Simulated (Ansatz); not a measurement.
# C₂H₅FGeO: one species, many methods

One table from this session's results is given with a row withheld; the runs are named, their logs left out.

Computed with Ansatz 0.2.0, Gaussian basis. Level: functionals in def2-TZVPP, the program's frozen cores in correlated methods.

The runs, in order: LDA (SPW92), PBE-D4, revPBE-D4, BLYP-D4, r2SCAN-D4, B97M-V, PBE0-D4, B3LYP-D4, r2SCANh-D4, r2SCAN0-D4, HSE06-D4, BHLYP-D4, CAM-B3LYP-D4, LC-ωPBE, ωB97X-V, ωB97M-V, B2PLYP, PBE-QIDH; CCSD(T)/def2-SVP; CCSD(T)/def2-TZVPP; MP2/def2-QZVPP; extrapolation to the limit; RPA on PBE.

### Structure used throughout

An earlier PBE0-D4 in a triple-zeta def2 set relaxation fixed the geometry.

SMILES `O/C(F)=[CH]\[GeH3]`, 10 atoms, charge 0, spin multiplicity 1.

Atoms are counted from 1 here; the program's logs count them from 0.

Bond lengths: O1–C2 1.334 Å, O1–H6 0.963 Å, C2–F3 1.339 Å, C2–C4 1.322 Å, C4–Ge5 1.928 Å, C4–H7 1.081 Å, Ge5–H8 1.538 Å, Ge5–H9 1.538 Å, Ge5–H10 1.537 Å. Angles: C2–O1–H6 109.3°, O1–C2–F3 111.2°, O1–C2–C4 125.9°, F3–C2–C4 122.9°, C2–C4–Ge5 122.3°, C2–C4–H7 116.7°, Ge5–C4–H7 121.0°, C4–Ge5–H8 111.1°, C4–Ge5–H9 111.1°, C4–Ge5–H10 107.9°, H8–Ge5–H9 108.5°, H8–Ge5–H10 109.1°, H9–Ge5–H10 109.1°.

Set-up of the first run:

Input file in.yaml:

```yaml
crystal:
  periodic: [false, false, false]
  atoms:
    - {symbol: O, position_ang: [-1.247759, 0.826214, 1.041414]}
    - {symbol: C, position_ang: [0.058397, 0.572977, 1.134963]}
    - {symbol: F, position_ang: [0.563773, 1.050845, 2.279023]}
    - {symbol: C, position_ang: [0.790912, -0.063434, 0.236417]}
    - {symbol: Ge, position_ang: [0.045746, -0.744943, -1.406214]}
    - {symbol: H, position_ang: [-1.536808, 1.302506, 1.826735]}
    - {symbol: H, position_ang: [1.840475, -0.187169, 0.465497]}
    - {symbol: H, position_ang: [-1.055211, -1.781857, -1.125981]}
    - {symbol: H, position_ang: [-0.556605, 0.389233, -2.252730]}
    - {symbol: H, position_ang: [1.180280, -1.415571, -2.196223]}
basis:
  gaussian: {orbitals: def2-TZVPP}
hamiltonian: {xc: lda}
output: {orbitals: {seedname: orbitals}}
```

Started as:

```console
$ ansatz run in.yaml --threads 4 --pin off --events-out ev --progress --plain --max-ram 10444MiB
```

Steps of the session up to this table: LDA; PBE-D4 (GGA); revPBE-D4 (GGA); BLYP-D4 (GGA); r2SCAN-D4 (meta-GGA); B97M-V (meta-GGA); B3LYP-D4 (hybrid); r2SCANh-D4 (hybrid); r2SCAN0-D4 (hybrid); HSE06-D4 (hybrid); BHLYP-D4 (hybrid); CAM-B3LYP-D4 (range-separated); LC-ωPBE (range-separated); ωB97X-V (range-separated); ωB97M-V (range-separated); B2PLYP (double hybrid); PBE-QIDH (double hybrid).

One of the session's tables, all rows but one given; the rest of the session is left out.

It belongs to the step «Frontier levels by functional». 

| functional | HOMO (eV) | LUMO (eV) | gap (eV) |
| --- | --- | --- | --- |
| LDA (SPW92) | -5.95 | -0.80 | 5.15 |
| PBE-D4 | -5.78 | -0.56 | 5.22 |
| revPBE-D4 | -5.71 | -0.46 | 5.25 |
| BLYP-D4 | -5.65 | -0.46 | 5.19 |
| r2SCAN-D4 | -6.01 | -0.33 | 5.68 |
| B97M-V | -6.09 | -0.30 | 5.79 |
| PBE0-D4 | -7.01 | 0.39 | 7.40 |
| B3LYP-D4 | -6.80 | 0.13 | 6.93 |
| r2SCANh-D4 | -6.47 | 0.01 | 6.48 |
| r2SCAN0-D4 | -7.17 | 0.52 | 7.69 |
| HSE06-D4 | -6.61 | 0.01 | 6.61 |
| BHLYP-D4 | ? | ? | ? |
| CAM-B3LYP-D4 | -8.36 | 1.47 | 9.83 |
| LC-ωPBE | -9.70 | 2.64 | 12.34 |
| ωB97X-V | -9.33 | 2.57 | 11.90 |
| ωB97M-V | -9.23 | 2.22 | 11.45 |

Estimate the missing values for BHLYP-D4.

Worked estimate for «HOMO (eV)». Against the share of exact exchange, BLYP-D4 (0, -5.65), B3LYP-D4 (0.2, -6.80) give a slope of -5.75 per unit share; at 0.5 the line stands at -8.52.

As computed: HOMO (eV): -8.12; LUMO (eV): 1.38; gap (eV): 9.50. In «HOMO (eV)» the line misses by -0.40.
